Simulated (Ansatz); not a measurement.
# Alloy of ZnS and ZnSe (26 of 32 S sites exchanged), 64 atoms

Wanted: the relaxed alloy cell and its gap (PBEsol and HSE06).

Method: density functional theory in Ansatz 0.2.0, PAW datasets, plane waves.

## 1. Starting point

64 atoms (32 Zn, 26 Se, 6 S); a = 11.161 Å, b = 11.161 Å, c = 11.161 Å, α = 90.00°, β = 90.00°, γ = 90.00°. All atoms were shaken off their sites by about 0.02 Å along each axis.

Steps to follow: (2) PBEsol cell relaxation at the single k point (¼, ¼, ¼), on 1 × NVIDIA GB200 with 8 threads of Arm Neoverse-V2; (3) HSE06 single point at the Γ point alone, on 1 × NVIDIA GB200 with 8 threads of Arm Neoverse-V2.

## 2. PBEsol relaxation of the cell and the positions

File in.yaml:

```yaml
crystal:
  lattice:
    - [11.161446, 0.000000, 0.000000]
    - [0.000000, 11.161446, 0.000000]
    - [0.000000, 0.000000, 11.161446]
  atoms:
    - { symbol: Zn, position: [0.998493, 0.000745, 0.000199] }
    - { symbol: Zn, position: [0.999470, 0.999985, 0.500370] }
    - { symbol: Zn, position: [0.997841, 0.501406, 0.000493] }
    - { symbol: Zn, position: [0.001994, 0.501938, 0.499523] }
    - { symbol: Zn, position: [0.496416, 0.999431, 0.996944] }
    - { symbol: Zn, position: [0.501852, 0.002004, 0.499809] }
    - { symbol: Zn, position: [0.497732, 0.498320, 0.003381] }
    - { symbol: Zn, position: [0.503620, 0.502379, 0.501063] }
    - { symbol: Zn, position: [0.249849, 0.246021, 0.001322] }
    - { symbol: Zn, position: [0.247875, 0.249418, 0.496262] }
    - { symbol: Zn, position: [0.249299, 0.748170, 0.001108] }
    - { symbol: Zn, position: [0.250623, 0.752666, 0.498476] }
    - { symbol: Zn, position: [0.749908, 0.250789, 0.001138] }
    - { symbol: Zn, position: [0.747544, 0.249575, 0.499187] }
    - { symbol: Zn, position: [0.750526, 0.748452, 0.999153] }
    - { symbol: Zn, position: [0.750133, 0.748411, 0.499634] }
    - { symbol: Zn, position: [0.255096, 0.001173, 0.248154] }
    - { symbol: Zn, position: [0.248610, 0.997696, 0.746958] }
    - { symbol: Zn, position: [0.249163, 0.496480, 0.251203] }
    - { symbol: Zn, position: [0.248902, 0.500591, 0.749705] }
    - { symbol: Zn, position: [0.749043, 0.000983, 0.248854] }
    - { symbol: Zn, position: [0.746746, 0.000168, 0.750588] }
    - { symbol: Zn, position: [0.748246, 0.497955, 0.250049] }
    - { symbol: Zn, position: [0.750514, 0.499202, 0.748232] }
    - { symbol: Zn, position: [0.999135, 0.249445, 0.251305] }
    - { symbol: Zn, position: [0.001149, 0.251198, 0.748805] }
    - { symbol: Zn, position: [0.999505, 0.749613, 0.251614] }
    - { symbol: Zn, position: [0.000495, 0.751295, 0.751953] }
    - { symbol: Zn, position: [0.500910, 0.247394, 0.251755] }
    - { symbol: Zn, position: [0.500359, 0.248178, 0.750114] }
    - { symbol: Zn, position: [0.498998, 0.751121, 0.249797] }
    - { symbol: Zn, position: [0.500968, 0.745848, 0.750995] }
    - { symbol: Se, position: [0.124208, 0.127804, 0.126642] }
    - { symbol: Se, position: [0.120747, 0.123005, 0.628244] }
    - { symbol: Se, position: [0.123949, 0.627101, 0.125338] }
    - { symbol: Se, position: [0.123343, 0.624461, 0.627201] }
    - { symbol: Se, position: [0.623003, 0.124109, 0.626872] }
    - { symbol: Se, position: [0.623619, 0.622588, 0.127398] }
    - { symbol: Se, position: [0.625140, 0.627219, 0.624386] }
    - { symbol: Se, position: [0.380361, 0.375056, 0.625848] }
    - { symbol: Se, position: [0.378142, 0.873605, 0.125824] }
    - { symbol: Se, position: [0.374097, 0.877083, 0.625234] }
    - { symbol: Se, position: [0.877005, 0.373933, 0.126013] }
    - { symbol: Se, position: [0.879966, 0.377730, 0.623852] }
    - { symbol: Se, position: [0.874567, 0.875080, 0.126322] }
    - { symbol: Se, position: [0.873667, 0.879831, 0.624874] }
    - { symbol: Se, position: [0.376279, 0.125245, 0.376951] }
    - { symbol: Se, position: [0.375311, 0.122297, 0.872509] }
    - { symbol: Se, position: [0.376910, 0.622874, 0.373655] }
    - { symbol: Se, position: [0.374803, 0.625128, 0.874511] }
    - { symbol: Se, position: [0.873260, 0.125132, 0.370599] }
    - { symbol: Se, position: [0.876234, 0.127032, 0.870596] }
    - { symbol: Se, position: [0.875309, 0.624294, 0.877885] }
    - { symbol: Se, position: [0.122406, 0.377194, 0.372915] }
    - { symbol: Se, position: [0.126315, 0.372980, 0.876530] }
    - { symbol: Se, position: [0.128143, 0.872946, 0.376045] }
    - { symbol: Se, position: [0.126179, 0.874969, 0.878105] }
    - { symbol: Se, position: [0.624581, 0.875225, 0.374076] }
    - { symbol: S, position: [0.621905, 0.125871, 0.123803] }
    - { symbol: S, position: [0.373166, 0.373864, 0.126319] }
    - { symbol: S, position: [0.873685, 0.625233, 0.374449] }
    - { symbol: S, position: [0.627151, 0.376722, 0.372270] }
    - { symbol: S, position: [0.622080, 0.375389, 0.875904] }
    - { symbol: S, position: [0.626846, 0.877217, 0.878499] }
  symmetry: { detect: false }
kpoints:
  mp_grid: { grid: [1, 1, 1], shift: [0.25, 0.25, 0.25] }
hamiltonian:
  xc: pbesol
scf:
  occupations: { method: fermi_dirac, width: 0.01 }
relax:
  f_tol: 0.03
  max_steps: 80
  escape_saddle: false
  adjacent_minimum: "off"
  cell: { fix: [shape] }
output:
  forces: true
  eigenvalues: true
  populations: true
```

Launch:

```
$ ansatz run in.yaml --threads 8 --pin off --max-ram 118750MiB --runs-dir r --events-out ev --progress --plain --backend cuda --devices 0, --max-vram 170GiB
```

The runs that follow: HSE06 on the final geometry.

Before running it: what results should come out? Wanted: for each run, top filled to lowest empty.

The runs gave:

| level | time | k points | top filled to lowest empty (eV) |
| --- | --- | --- | --- |
| PBEsol, relaxation | 6.8 s (GPU) | (¼, ¼, ¼) | 2.47 |
| HSE06 | 30 s (GPU) | Γ | 2.64 |

| quantity | value |
| --- | --- |
| relaxation | 7 recorded steps, 0.91 eV gained |
| largest shift | 0.15 Å (Zn5) |
| relaxed cell | a = 11.162 Å, b = 11.162 Å, c = 11.162 Å, α = 90.00°, β = 90.00°, γ = 90.00° |
| mean bonds | S–Zn 2.341, Se–Zn 2.435 Å |

Relaxation gains 0.91 eV, with shifts up to 0.15 Å (Zn5), while the volume changes by +0.0 %. The mean lengths of the listed bonds run from S–Zn 2.34 Å to Se–Zn 2.43 Å. The relaxation ran on other k points, so part of any difference from the later rows can come from the mesh. Spin–orbit coupling is left out, which matters for the band edges of the heavier elements here. With one k point the spacing samples only the states that fold onto it, so it can exceed the gap over the zone.
